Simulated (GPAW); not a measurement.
The system is Ag3Au.

```
Au Ag
1.0
     4.11109    0.00000    0.00000
     0.00000    4.11109    0.00000
     0.00000    0.00000    4.11109
Au Ag
1 3
Direct
  0.00000 0.00000 0.00000
  0.50000 0.50000 0.00000
  0.00000 0.50000 0.50000
  0.50000 0.00000 0.50000
```

The cell comes from a database or a generator and needn't be the stable form of this composition.

Base run:

* Program: GPAW 26.7.0
* Functional: PBEsol
* Potentials or basis: PAW data sets generated in the run's folder for this functional
* Cutoff: 600 eV
* Basis: pw
* k mesh: 7 × 7 × 7
* Occupations: fermi-dirac, width 0.05 eV
* Spin: no spin polarisation

Its results: pressure -4.2 GPa.

The run is repeated on the same cell with these changes: k mesh from 7 × 7 × 7 to 5 × 5 × 5. What comes out?

Pressure -3.2 GPa.

Caveats: with this Au data set, volumes or pressures lay over 1.5 % or 2 GPa off other programs in two to four cells of ten.

Not every run made on this cell is shown here.
